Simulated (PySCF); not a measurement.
# C3H13B3Si: electronic excitations

What electronic excitations should C3H13B3Si (`BCB(B)[SiH](C)C`) show?

Programs: PySCF 2.14.0, with density-fitted response routines of our own. Each step states its level of theory. These are calculated values for one molecule in the gas phase, unless marked as measured. Atoms are numbered from 0 throughout.

### 1 The molecule as given

20 atoms, charge 0, multiplicity 1; geometry from: GFN2-xTB.

Bonds of the start (Å): B0–C1 1.56, C1–B2 1.59, B2–B3 1.60, B2–Si4 1.99, Si4–C5 1.91, Si4–C6 1.91, B0–H7 1.17, B0–H8 1.17, C1–H9 1.09, C1–H10 1.09, B3–H11 1.18, B3–H12 1.18, Si4–H13 1.49, C5–H14 1.09, C5–H15 1.09, C5–H16 1.09, C6–H17 1.09, C6–H18 1.09, C6–H19 1.09.

### 2 Ultraviolet spectrum: CAM-B3LYP/def2-SVPD

What the job is given:

```
{"job": {"kind": "uv", "xc": "CAM-B3LYP", "basis": "def2-SVPD", "nstates": 8, "ntriplets": 3}, "charge": 0, "multiplicity": 1}
B      2.655417    -0.581163     1.021475
C      2.193608     0.544413     0.039746
B      0.827672    -0.017093    -0.553397
B      0.627523    -1.006701    -1.797655
Si    -0.812832     0.519046     0.427550
C     -1.995832     1.542692    -0.676870
C     -1.799909    -0.996264     1.051397
H      2.294098    -0.580112     2.135070
H      3.350760    -1.444052     0.644521
H      2.922176     0.694882    -0.756566
H      2.036819     1.485825     0.565917
H      0.599682    -2.174178    -1.650110
H      0.392006    -0.659951    -2.896493
H     -0.577465     1.363362     1.630603
H     -2.313255     0.968413    -1.542711
H     -1.516473     2.445551    -1.043541
H     -2.887987     1.842659    -0.136081
H     -2.083450    -1.643387     0.225818
H     -2.709481    -0.702881     1.566569
H     -1.208226    -1.590382     1.741721
```

With the program's defaults for keys left out, this is: TDDFT CAM-B3LYP/def2-SVPD, vertical, gas phase, core orbitals frozen in the response.

Command:

```sh
$ OMP_NUM_THREADS=1 python probes_run.py task.json out
```

One launch serves the whole session: the jobs run in the order shown.

The program printed:

```text
coarse grid: 16200 points
cycle   1  E = -485.6378311845  dE =  3.269e-01  |g| = 4.070e-01  |ddm| = 7.175e+00
cycle   2  E = -485.6596125711  dE = -2.178e-02  |g| = 3.240e-01  |ddm| = 1.730e+00
cycle   3  E = -485.6868333461  dE = -2.722e-02  |g| = 3.515e-02  |ddm| = 5.095e-01
cycle   4  E = -485.6872745244  dE = -4.412e-04  |g| = 8.006e-03  |ddm| = 1.459e-01
cycle   5  E = -485.6873001514  dE = -2.563e-05  |g| = 2.157e-03  |ddm| = 3.135e-02
cycle   6  E = -485.6873024097  dE = -2.258e-06  |g| = 5.678e-04  |ddm| = 1.024e-02
final grid: 149016 points
cycle   7  E = -485.7655663078  dE = -3.690e-05  |g| = 3.880e-03  |ddm| = 9.474e-02
cycle   8  E = -485.7655671654  dE = -8.575e-07  |g| = 3.562e-03  |ddm| = 1.550e-02
cycle   9  E = -485.7655703965  dE = -3.231e-06  |g| = 1.447e-04  |ddm| = 4.950e-03
cycle  10  E = -485.7655704057  dE = -9.233e-09  |g| = 7.825e-05  |ddm| = 7.739e-04
cycle  11  E = -485.7655704082  dE = -2.448e-09  |g| = 1.837e-05  |ddm| = 2.240e-04
cycle  12  E = -485.7655704084  dE = -2.241e-10  |g| = 7.448e-06  |ddm| = 6.277e-05
converged SCF energy = -485.7655704084

Static polarisability (au): isotropic 106.707, principal 98.304 106.729 115.087

Singlet excitations
state   eV       nm        f      main configurations
  1   3.8052    325.8   0.00113   H->L 0.91
  2   4.6044    269.3   0.04187   H->L+1 0.80
  3   5.0785    244.1   0.01637   H-1->L 0.65, H-3->L 0.25
  4   5.5553    223.2   0.00110   H-4->L 0.68, H-3->L 0.12
  5   5.9461    208.5   0.03144   H-1->L+1 0.45, H-3->L+1 0.12, H-2->L 0.11
  6   6.0112    206.3   0.05695   H-2->L 0.33, H-1->L+1 0.16, H-3->L 0.14
  7   6.0978    203.3   0.02154   H-2->L 0.35, H-3->L 0.18, H-1->L 0.12
  8   6.1418    201.9   0.00377   H-5->L+1 0.44, H->L+2 0.13, H-6->L+1 0.12

Triplet excitations (Tamm-Dancoff, eV): 3.2199 3.8439 4.4583
```

Run time: 71 s. Hardware: 1 thread of Arm Neoverse V2, shared host; peak memory 1.1 GiB.

The orbitals next to the gap, with their largest atomic shares:

```tsv
orbital	eV	atoms
HOMO−3	-10.59	C1 19 %, B2 14 %, Si4 11 %
HOMO−2	-9.99	C5 32 %, Si4 22 %, C6 21 %
HOMO−1	-9.83	Si4 20 %, H13 17 %, C6 14 %
HOMO	-8.80	B2 30 %, Si4 20 %, B3 14 %
LUMO	-1.25	B0 24 %, B2 24 %, C1 16 %
LUMO+1	-0.67	B3 44 %, B2 15 %, H12 9 %
LUMO+2	0.57	B0 30 %, B2 22 %, B3 8 %
```

With each of the 8 states as a Gaussian band of 0.4 eV half-width at 1/e, the curve within the window shown has maxima at 266 nm (ε 1,900), 206 nm (ε 4,500) L/(mol cm). Beyond the last state computed it falls off for lack of states. The curve at chosen wavelengths:

(nm, ε (L/mol/cm)): (192, 1501), (200, 3789), (208, 4422), (215, 3087), (223, 1444), (231, 828), (239, 926), (246, 1220), (254, 1595), (262, 1854), (270, 1836), (277, 1578), (285, 1137), (293, 711), (301, 401), (308, 235), (316, 131), (324, 82), (332, 58), (339, 45), (347, 34), (355, 25), (363, 18), (370, 12), (378, 8), (386, 5)

Ground-state properties from the same run:

```tsv
property	computed
dipole moment (D)	0.61
polarisability (Å³)	15.81
HOMO–LUMO gap (eV)	7.55
−ε(HOMO) (eV)	8.80
```

### 3 Summary of results

| quantity | value |
| --- | --- |
| lowest singlet (CAM-B3LYP/def2-SVPD) | 3.81 eV (326 nm), f = 0.001 |
| brightest single state of those computed | state 6, 6.01 eV, f = 0.057 |
| lowest triplet | 3.22 eV |

In words: The first singlet state (HOMO→LUMO 0.91) lies at 3.81 eV and is weak; of the 8 states computed, the strongest absorption comes from state 6 at 6.01 eV. The lowest triplet lies 0.59 eV below the lowest singlet (triplets in Tamm-Dancoff, singlets in full TDDFT).
